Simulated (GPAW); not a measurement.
A run of GPAW 26.7.0:

File run.py:

```python
from ase import Atoms
from ase.dft.bandgap import bandgap
from ase.io import write
from ase.units import GPa
from ase.parallel import parprint
from gpaw import GPAW, PW

atoms = Atoms(['Ni', 'Mo', 'Pd', 'Ir', 'W'],
              cell=[[4.1170512982, 0.0, 0.0],
                    [-2.0585256491, 3.5654710129, 0.0],
                    [0.0, 0.0, 5.4458]],
              scaled_positions=[[0.0, 0.0, 0.95775],
                                [0.6666666667, 0.3333333333, 0.96161],
                                [0.6666666667, 0.3333333333, 0.46295],
                                [0.3333333333, 0.6666666667, 0.72572],
                                [0.3333333333, 0.6666666667, 0.23642]],
              pbc=True)

calc = GPAW(mode=PW(600),
            xc='PBE',
            kpts={'size': (5, 5, 4), 'gamma': True},
            occupations={'name': 'fermi-dirac', 'width': 0.05},
            nbands=64,
            convergence={'density': 1e-05, 'energy': 1e-05},
            maxiter=150,
            txt='gpaw.txt')
atoms.calc = calc
energy = atoms.get_potential_energy()
forces = atoms.get_forces()
stress = atoms.get_stress()
calc.write('gs.gpw')
write('result.traj', atoms)
parprint(f'Energy: {energy:.6f} eV')
parprint('Forces (eV/A):')
parprint(forces.round(4))
parprint('Stress (GPa):', (stress / GPa).round(3))
parprint('Fermi level:', round(calc.get_fermi_level(), 4), 'eV')
parprint(f'Gap: {bandgap(calc)[0]:.4f} eV, direct: {bandgap(calc, direct=True)[0]:.4f} eV')
```

Potentials or basis: GPAW PAW data sets (gpaw-data 1.2.1), pw.

Launch:

```bash
$ OMP_NUM_THREADS=1 mpirun -n 8 gpaw python run.py
```

Hardware: 8 MPI ranks on AMD EPYC 7R43 64-Core Processor (Zen 3) (shared host).

Estimate the wall time of this run.

It took 34 s on 8 MPI ranks on AMD EPYC 7R43 64-Core Processor (Zen 3), with other jobs on the host, peak memory 0.22 GiB a rank. Counts: scf iterations 15, plane waves 2676, bands 64, k points 17.
